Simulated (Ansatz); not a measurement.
# Cl2H4SSi2: a ladder of functionals and wavefunction methods

An exercise on one series of results from a longer session: the logs are not shown, and one member is left open.

Method: functionals in def2-TZVPP, the program's frozen cores in correlated methods; program: Ansatz 0.2.0, Gaussian basis.

Plan: PBE-D4, r2SCAN-D4, PBE0-D4, B3LYP-D4, ωB97X-V, ωB97M-V, B2PLYP; CCSD(T)/def2-TZVPP; MP2/def2-QZVPP; extrapolation to the limit.

## The geometry

An earlier PBE0-D4 in a triple-zeta def2 set relaxation fixed the geometry.

SMILES `Cl[SiH2]S[SiH2]Cl`, 9 atoms, charge 0, spin multiplicity 1.

Atoms are counted from 1 here; the program's logs count them from 0.

Bond lengths: Cl1–Si2 2.044 Å, Si2–S3 2.135 Å, Si2–H6 1.479 Å, Si2–H7 1.480 Å, S3–Si4 2.123 Å, Si4–Cl5 2.052 Å, Si4–H8 1.481 Å, Si4–H9 1.477 Å. Angles: Cl1–Si2–S3 106.7°, Cl1–Si2–H6 108.7°, Cl1–Si2–H7 108.7°, S3–Si2–H6 111.2°, S3–Si2–H7 110.5°, H6–Si2–H7 110.9°, Si2–S3–Si4 97.8°, S3–Si4–Cl5 112.3°, S3–Si4–H8 110.6°, S3–Si4–H9 106.3°, Cl5–Si4–H8 106.8°, Cl5–Si4–H9 108.6°, H8–Si4–H9 112.3°.

Geometry (Å):

```
Cl   -3.3303   -0.9802   -0.3028
Si   -1.4636   -0.1796   -0.5314
S    -0.2667   -0.9547    1.0571
Si    1.5390    0.0535    0.5752
Cl    1.4891    2.0363    1.0995
H    -1.5661    1.2934   -0.4531
H    -0.9233   -0.6022   -1.8425
H     1.7900    0.0023   -0.8831
H     2.6058   -0.6113    1.3504
```

Set-up of the first run:

in.yaml

```yaml
crystal:
  periodic: [false, false, false]
  atoms:
    - {symbol: Cl, position_ang: [-3.330279, -0.980176, -0.302848]}
    - {symbol: Si, position_ang: [-1.463564, -0.179646, -0.531377]}
    - {symbol: S, position_ang: [-0.266689, -0.954673, 1.057078]}
    - {symbol: Si, position_ang: [1.538989, 0.053495, 0.575166]}
    - {symbol: Cl, position_ang: [1.489075, 2.036264, 1.099458]}
    - {symbol: H, position_ang: [-1.566104, 1.293389, -0.453108]}
    - {symbol: H, position_ang: [-0.923253, -0.602174, -1.842525]}
    - {symbol: H, position_ang: [1.790047, 0.002317, -0.883133]}
    - {symbol: H, position_ang: [2.605777, -0.611296, 1.350386]}
basis:
  gaussian: {orbitals: def2-TZVPP}
hamiltonian: {xc: pbe, dispersion: d4}
output: {forces: true, orbitals: {seedname: orbitals}}
```

Steps of the session up to this table: PBE-D4 (GGA); r2SCAN-D4 (meta-GGA); PBE0-D4 (hybrid); B3LYP-D4 (hybrid); ωB97X-V (range-separated); ωB97M-V (range-separated); B2PLYP (double hybrid); CCSD(T) in def2-TZVPP; MP2 in def2-QZVPP.

One of the session's tables, all rows but one given; the rest of the session is left out.

```
            method  atomisation energy (eV)
            PBE-D4                   28.742
         r2SCAN-D4                   28.946
           PBE0-D4                   28.615
          B3LYP-D4                   28.442
           ωB97X-V                   29.092
           ωB97M-V                   28.987
            B2PLYP                   28.113
     HF/def2-TZVPP                   21.561
    MP2/def2-TZVPP                   28.351
   CCSD/def2-TZVPP                   27.394
CCSD(T)/def2-TZVPP                   27.849
           MP2/CBS                        ?
       CCSD(T)/CBS                   28.868
```

Q: Estimate the row for MP2/CBS from the others.

As computed: atomisation energy (eV): 29.370. In the column «atomisation energy (eV)» it is the highest.
